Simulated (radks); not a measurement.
# F⁺ in 1s1.5 2s2 2p4 3s0.5: an all-electron calculation

One table from this session's results is given with a row withheld; the runs are named, their logs left out.

The numbers are computed with radks (a radial shooting solver on a logarithmic mesh, Libxc functionals) version 1 (Dirac Kohn-Sham, PBE, spin-unpolarised, spherical densities, finite nucleus; open shells fill j = l - 1/2 first), except any that are marked as measured or tabulated.

### The atom as given

```
element            : fluorine (Z = 9)
charge             : +1
electrons          : 8
configuration      : 1s1.5 2s2 2p4 3s0.5
nuclear rms radius : 2.8976 fm
```

The first run:

Input:

```text
Z 9
configuration 1s1.5 2s2 2p4 3s0.5 3p0 4s0
relativity Dirac
functional pbe,pbe
spin unpolarised
j_filling energy
nucleus finite rms 2.8976 fm
c 137.035999084
```

Launch:

```bash
python run_ks.py task.json out
```

The same process makes all the runs of this session.

One table of the session follows, with a row left open; its other results are not shown here.

It belongs to the step «Shells». Radial moments (bohr):

```
level     <r>  outermost maximum (interpolated)  90 % within  nodes
1s1/2  0.1733                             0.113        0.310      0
2s1/2  0.9135                             0.722         1.45      1
2p1/2  0.8915                             0.629         1.51      0
2p3/2  0.8931                             0.630         1.52      0
3s1/2   3.459                              2.95         5.20      2
3p1/2       ?                                 ?            ?      ?
3p3/2   4.176                              3.54         6.34      1
```

**Question.** Estimate the row for 3p1/2.

As computed: <r>: 4.173; outermost maximum (interpolated): 3.54; 90 % within: 6.34; nodes: 1. In the column «<r>» it lies between 3s1/2 (3.459) and 3p3/2 (4.176).
